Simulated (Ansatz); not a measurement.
Crystal: SiF.

```
CELL_PARAMETERS angstrom
3.02860 0.00000 0.00000
0.00000 3.02860 0.00000
0.00000 0.00000 3.02860
ATOMIC_POSITIONS crystal
Si 0.50000 0.50000 0.50000
F 0.00000 0.00000 0.00000
```

The cell was built by a generator and needn't be a form met in nature.

| Item | Value |
| --- | --- |
| Program | Ansatz 0.2.0 |
| Task | relaxation of cell and atoms |
| Functional | LDA |
| Potentials or basis | Ansatz PAW |
| Cutoff | 420 eV (not typed: the program's choice for these potentials) |
| k mesh | 9 × 9 × 9 |
| Occupations | fermi-dirac, width 0.05 eV |
| Spin | no spin polarisation |

At the start: volume 13.89 Å³/atom.

Question: How do energy, volume and symmetry change on relaxing?

Answer: It ends after 7 steps and the volume is 12.91 Å³/atom (-7.1 %); space group Pm-3m (No. 221, to 0.05 Å).

The path:
| step | energy change (eV) | largest force (eV/Å) | volume (Å³) |
| --- | --- | --- | --- |
| 1 | 0.0000 | 0.0000 | 27.78 |
| 2 | -0.0415 | 0.0000 | 25.35 |
| 3 | -0.0427 | 0.0000 | 25.98 |
| 4 | -0.0430 | 0.0000 | 25.92 |
| 5 | -0.0378 | 0.0000 | 25.92 |
| 6 | -0.0384 | 0.0000 | 25.82 |
| 7 | -0.0379 | 0.0000 | 25.82 |

Final structure:
```yaml
crystal:
  lattice:
    - [2.95551, 0.00000, 0.00000]
    - [0.00000, 2.95551, 0.00000]
    - [0.00000, 0.00000, 2.95551]
  atoms:
    - { symbol: Si, position: [0.50000, 0.50000, 0.50000] }
    - { symbol: F, position: [0.00000, 0.00000, 0.00000] }
```

Caveat: the plane-wave basis is chosen anew once the cell has moved, so the energies of steps on either side of that aren't comparable; the pressure holds a Pulay correction of +0.7 GPa for the finite cutoff; an odd number of electrons without spin polarisation forces a metal; a magnetic or distorted state may lie lower; the PAW data sets come from PBE, with cores solved anew for the run's functional, which leaves a small shift of forces and pressure.
